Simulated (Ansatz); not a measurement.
This script for the Python package of Ansatz (0.2.0) starts 3 runs on CdPbS₂, space group R-3m. What input does the engine get in each?

Script `cdpbs2_xc.py`:
```python
import ansatz
from ase import Atoms

atoms = Atoms(
    ["Cd", "Pb", "S", "S"],
    scaled_positions=[
        [0.0, 0.0, 0.0],
        [0.5, 0.5, 0.5],
        [0.741278, 0.741278, 0.741278],
        [0.258722, 0.258722, 0.258722],
    ],
    cell=[
        [2.039287, 1.177383, 6.622589],
        [-2.039287, 1.177383, 6.622589],
        [0.0, -2.354766, 6.622589],
    ],
    pbc=True,
)
cdpbs2 = ansatz.Crystal.from_ase(atoms)

model = cdpbs2.calculation().pseudopotentials("paw").basis(510).kpoints(6).occupations("Fixed").band_table()

rows = []
for value in ["blyp", "pbesol", "lda"]:
    summary = model.functional(value).run().report
    rows.append((value, summary["free_energy_ev"] / len(summary["lattice"]["sites"]), summary["n_iterations"], summary["gap_by_band_count_ev"], summary["n_kpoints"]))

print("  functional   F/atom (eV)    iterations  gap by band count (eV)      k-points")
for row in rows:
    print(f"{str(row[0]):>12s}  {row[1]:12.5f}  {row[2]:12d}  {row[3]:22.3f}  {row[4]:12d}")
```

Run 1:
```yaml
crystal:
  lattice:
    - [2.039287, 1.177383, 6.622589]
    - [-2.039287, 1.177383, 6.622589]
    - [0.0, -2.354766, 6.622589]
  atoms:
    - { symbol: Cd, position: [0.0, 0.0, 0.0] }
    - { symbol: Pb, position: [0.5, 0.5, 0.5] }
    - { symbol: S, position: [0.741278, 0.741278, 0.741278] }
    - { symbol: S, position: [0.258722, 0.258722, 0.25872199999999995] }
basis:
  ecutwfc: 510.0
kpoints:
  mp_grid:
    grid: [6, 6, 6]
hamiltonian:
  xc: blyp
  pseudopotentials:
    kind: paw
scf:
  occupations:
    method: fixed
output:
  eigenvalues: true
```

Run 2, against run 1:
```diff
-  xc: blyp
+  xc: pbesol
```

Run 3, against run 1:
```diff
-  xc: blyp
+  xc: lda
```

Running `python cdpbs2_xc.py` prints:
```text
  functional   F/atom (eV)    iterations  gap by band count (eV)      k-points
        blyp   -5505.01891             7                   0.959            32
      pbesol   -5427.71896             7                   0.874            32
         lda   -5365.31456             7                   0.794            32
```

Notes:
- Spin-orbit coupling, left out here, can change this gap by several tenths of an eV, and inverted bands can meet off the mesh.
- The structure comes from a database of computed cells and needn't be a stable or known phase.
- Levels are Kohn-Sham eigenvalues on this mesh, without spin-orbit coupling.
- Total energies of different functionals can't be compared; pressures, moments and gaps at this one structure can.
- Timing: 32 s on 1 thread of Arm Neoverse N1, with other jobs on the host, peak memory 0.48 GiB.
